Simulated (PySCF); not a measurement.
# [Y(NH3)]3+: a change of charge

How does [Y(NH3)]3+ respond at fixed geometry? The runs cover a change of charge. The species was built from a template and needn't be a known compound.

The runs use PySCF 2.14.0; PBE0, Y def2-SVP with ECP28, N def2-SVP, H def2-SVP; scalar-relativistic core potentials, no spin–orbit coupling.

1 further run of the same task is left out (for a known fault of the program).

## 1. Where the work starts

5 atoms, charge 3, spin multiplicity 1.

Bond lengths: Y1–N2 2.268 Å, N2–H3 1.049 Å, N2–H4 1.049 Å, N2–H5 1.049 Å. Angles: Y1–N2–H3 115.8°, Y1–N2–H4 115.8°, Y1–N2–H5 115.8°, H3–N2–H4 102.5°, H3–N2–H5 102.5°, H4–N2–H5 102.5°.

Coordinates:

```xyz
5

Y     0.00000    0.00000   -0.28860
N     0.00000    0.00000    1.97976
H     0.94437    0.00004    2.43636
H    -0.47221    0.81783    2.43636
H    -0.47215   -0.81786    2.43636
```

Formal oxidation states: Y +3. An earlier session relaxed this geometry at PBE0, Y def2-SVP with ECP28, N def2-SVP, H def2-SVP (singlet, point group C3v).

Its energy there is -93.424788 Eh.

## 2. One electron removed, multiplicity 2

run.py (the lines that set the calculation) reads:

```python
mol = gto.M(atom='''
Y      0.00000     0.00000    -0.28860
N      0.00000     0.00000     1.97976
H      0.94437     0.00004     2.43636
H     -0.47221     0.81783     2.43636
H     -0.47215    -0.81786     2.43636''',
    basis={'Y': 'def2-SVP', 'N': 'def2-SVP', 'H': 'def2-SVP'},
    ecp={'Y': 'def2-SVP'},
    charge=4, spin=1)
mf = dft.UKS(mol, xc='PBE0')
mf.grids.atom_grid = (50, 194)
mf = mf.density_fit()  # fitting sets: Y def2-universal-JKFIT, N def2-universal-JKFIT, H def2-universal-JKFIT
mf.conv_tol = 1e-08; mf.max_cycle = 55
mf.kernel(dm0)  # dm0: the density of the relaxed state
```

Launch:

```bash
> OMP_NUM_THREADS=2 python run.py
```

What it wrote:

```text
init E= -93.4397847397512
  HOMO = -1.05566159068  LUMO = -1.02101428308  gap/eV = 0.94280
cycle= 1 E= -92.2086990238202  delta_E= 1.23  |g|= 0.357  |ddm|= 0.674
  HOMO = -1.60244274862  LUMO = -1.39931683457  gap/eV = 5.52734
cycle= 2 E= -92.2172606835518  delta_E= -0.00856  |g|= 0.37  |ddm|= 0.533
  HOMO = -1.48306781713  LUMO = -1.26953885287  gap/eV = 5.81042
cycle= 3 E= -92.2759705850817  delta_E= -0.0587  |g|= 0.0128  |ddm|= 0.253
  HOMO = -1.47170660169  LUMO = -1.25592642085  gap/eV = 5.87168
cycle= 4 E= -92.2760718077763  delta_E= -0.000101  |g|= 0.00361  |ddm|= 0.0153
  HOMO = -1.47202374656  LUMO = -1.25561750199  gap/eV = 5.88871
cycle= 5 E= -92.2760806490169  delta_E= -8.84e-06  |g|= 0.00108  |ddm|= 0.00478
  HOMO = -1.4720738586  LUMO = -1.25551732189  gap/eV = 5.89280
cycle= 6 E= -92.2760817243698  delta_E= -1.08e-06  |g|= 0.000285  |ddm|= 0.00153
  HOMO = -1.47199862524  LUMO = -1.2554851936  gap/eV = 5.89163
cycle= 7 E= -92.2760818122841  delta_E= -8.79e-08  |g|= 0.000104  |ddm|= 0.000433
  HOMO = -1.47200797687  LUMO = -1.25548659232  gap/eV = 5.89185
cycle= 8 E= -92.2760818224802  delta_E= -1.02e-08  |g|= 1.14e-05  |ddm|= 0.000147
  HOMO = -1.47200467456  LUMO = -1.25548563237  gap/eV = 5.89178
cycle= 9 E= -92.2760818226362  delta_E= -1.56e-10  |g|= 1.73e-06  |ddm|= 2.24e-05
  HOMO = -1.47200534869  LUMO = -1.25548591822  gap/eV = 5.89179
Extra cycle  E= -92.2760818226384  delta_E= -2.2e-12  |g|= 6.87e-07  |ddm|= 2.82e-06
converged SCF energy = -92.2760818226384  <S^2> = 0.75189015  2S+1 = 2.0018893
```

It took 1.3 s on 2 threads of Arm Neoverse N1, shared host.

Read off: E = -92.276082 Eh (+31.258 eV from the relaxed state), HOMO -40.06 eV, LUMO -34.16 eV (over both spins), ⟨S²⟩ = 0.752, Mulliken charge on Y1 +2.75 e. 

## 3. One electron added, multiplicity 2

run.py (the lines that set the calculation): that of step 2 with these lines changed.

```diff
@@ -8,3 +8,3 @@
     ecp={'Y': 'def2-SVP'},
-    charge=4, spin=1)
+    charge=2, spin=1)
 mf = dft.UKS(mol, xc='PBE0')
```

Launch:

```bash
> OMP_NUM_THREADS=2 python run.py
```

What it wrote:

```text
init E= -93.4367933506803
  HOMO = -0.772821309083  LUMO = -0.760031546676  gap/eV = 0.34803
cycle= 1 E= -94.0562395669664  delta_E= -0.619  |g|= 0.189  |ddm|= 1.01
  HOMO = -0.497056075283  LUMO = -0.409319861641  gap/eV = 2.38742
cycle= 2 E= -94.0819479438988  delta_E= -0.0257  |g|= 0.0877  |ddm|= 0.537
  HOMO = -0.549074403021  LUMO = -0.438042766067  gap/eV = 3.02132
cycle= 3 E= -94.086493252895  delta_E= -0.00455  |g|= 0.021  |ddm|= 0.157
  HOMO = -0.552080542994  LUMO = -0.439693574376  gap/eV = 3.05821
cycle= 4 E= -94.0866328591278  delta_E= -0.00014  |g|= 0.0105  |ddm|= 0.0202
  HOMO = -0.553239382393  LUMO = -0.440077685301  gap/eV = 3.07929
cycle= 5 E= -94.086682945833  delta_E= -5.01e-05  |g|= 0.00139  |ddm|= 0.00898
  HOMO = -0.553247242438  LUMO = -0.440059169665  gap/eV = 3.08000
cycle= 6 E= -94.0866846825888  delta_E= -1.74e-06  |g|= 0.000445  |ddm|= 0.00239
  HOMO = -0.553220331499  LUMO = -0.440034491309  gap/eV = 3.07994
cycle= 7 E= -94.0866854917024  delta_E= -8.09e-07  |g|= 0.000229  |ddm|= 0.0025
  HOMO = -0.553216839293  LUMO = -0.440032394352  gap/eV = 3.07991
cycle= 8 E= -94.086686013441  delta_E= -5.22e-07  |g|= 0.000168  |ddm|= 0.00221
  HOMO = -0.553223927595  LUMO = -0.440041848882  gap/eV = 3.07984
cycle= 9 E= -94.0866865590577  delta_E= -5.46e-07  |g|= 0.000144  |ddm|= 0.0027
  HOMO = -0.553234512696  LUMO = -0.440060650084  gap/eV = 3.07962
cycle= 10 E= -94.0866878562643  delta_E= -1.3e-06  |g|= 6.77e-05  |ddm|= 0.00967
  HOMO = -0.553239249497  LUMO = -0.440075306335  gap/eV = 3.07935
cycle= 11 E= -94.0866881601405  delta_E= -3.04e-07  |g|= 9.66e-06  |ddm|= 0.00693
  HOMO = -0.553232281173  LUMO = -0.440076625208  gap/eV = 3.07912
cycle= 12 E= -94.0866881618141  delta_E= -1.67e-09  |g|= 2.57e-06  |ddm|= 0.000518
  HOMO = -0.553234081402  LUMO = -0.440077000147  gap/eV = 3.07916
Extra cycle  E= -94.0866881618175  delta_E= -3.41e-12  |g|= 1.44e-06  |ddm|= 4.48e-06
converged SCF energy = -94.0866881618175  <S^2> = 0.75069974  2S+1 = 2.0006996
```

Run time: 1.6 s. Hardware: 2 threads of Arm Neoverse N1, shared host.

Read off: E = -94.086688 Eh (-18.011 eV from the relaxed state), HOMO -15.05 eV, LUMO -12.83 eV (over both spins), ⟨S²⟩ = 0.751, Mulliken charge on Y1 +1.60 e. 

## 4. The states side by side

| state | energy from the relaxed state (eV) | ⟨S²⟩ | time |
| --- | --- | --- | --- |
| charge +3, singlet, vacuum (relaxed) | 0 | 0.00 |  |
| charge +2, doublet, vacuum | -18.01 | 0.75 | 1.6 s |
| charge +4, doublet, vacuum | 31.26 | 0.75 | 1.3 s |

An electron taken off or put on is at rest in vacuum. 

Removing an electron vertically costs 31.26 eV (doublet), against −HOMO = 28.26 eV. Adding an electron vertically releases 18.01 eV (doublet). These are double-zeta-type bases without diffuse functions. Spin–orbit coupling is left out.
